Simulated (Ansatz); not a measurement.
# Be2Ge: a single-point run

Wanted: a converged single-point run for Be2Ge, and a check of what comes out. The structure is shown as the input types it. The cell is built on a prototype (antifluorite) and needn't be the phase found in nature.

Computed with Ansatz 0.2.0 (density functional or hybrid calculation with the settings of its input, plane waves (as first typed), unless a step's input says otherwise).

5 further runs of the same task are left out: 1 for a known fault of the program, 4 that didn't finish.

**1. The starting structure**

The structure is cubic, space group Fm-3m (No. 225). The conventional cell has a = 5.357 Å, b = 5.357 Å, c = 5.357 Å, α = 90.00°, β = 90.00°, γ = 90.00°. Ge (site symmetry m-3m) is surrounded by 8 Be at 2.32 Å. Be (site symmetry -43m) is surrounded by 4 Ge at 2.32 Å.

Structure file:

```cif
data_structure
_symmetry_space_group_name_H-M 'Fm-3m'
_symmetry_Int_Tables_number 225
_cell_length_a 5.3566
_cell_length_b 5.3566
_cell_length_c 5.3566
_cell_angle_alpha 90.000
_cell_angle_beta 90.000
_cell_angle_gamma 90.000
_cell_volume 153.70
loop_
_atom_site_label
_atom_site_type_symbol
_atom_site_symmetry_multiplicity
_atom_site_Wyckoff_symbol
_atom_site_fract_x
_atom_site_fract_y
_atom_site_fract_z
_atom_site_occupancy
Ge1 Ge 4 a 0.00000 0.00000 0.00000 1
Be1 Be 8 c 0.25000 0.75000 0.75000 1
```

**2. Input and run**

Contents of input.yaml:

```yaml
crystal:
  lattice:
    - [0.0, 2.6783040144, 2.6783040144]
    - [2.6783040144, 0.0, 2.6783040144]
    - [2.6783040144, 2.6783040144, 0.0]
  atoms:
    - { symbol: Ge, position: [0.0, 0.0, 0.0] }
    - { symbol: Be, position: [0.25, 0.25, 0.25] }
    - { symbol: Be, position: [0.75, 0.75, 0.75] }
kpoints:
  mp_grid: { grid: [6, 6, 6] }
hamiltonian:
  xc: pbesol
scf:
  occupations: { method: fermi_dirac, width: 0.02 }
  n_extra_bands: 4
  mixing: { beta: 0.005 }
  max_iter: 86
output:
  forces: true
  stress: true
  eigenvalues: true
```

On the command line:

```sh
> ansatz run input.yaml --threads 4 --pin off --max-ram 3686MiB --backend cpu --events-out ev --progress --plain --runs-dir out
```

Q: Will this input give a usable result? If not, why, and what should change?

This run ends as converged. That alone doesn't make the input a sound one.

Look at the input: scf.mixing.beta is 0.005. What could go wrong: mixing too weak. Here it converged all the same; such a setting changes the road, not the converged state.

The test: delete scf.mixing.beta (the default then holds).
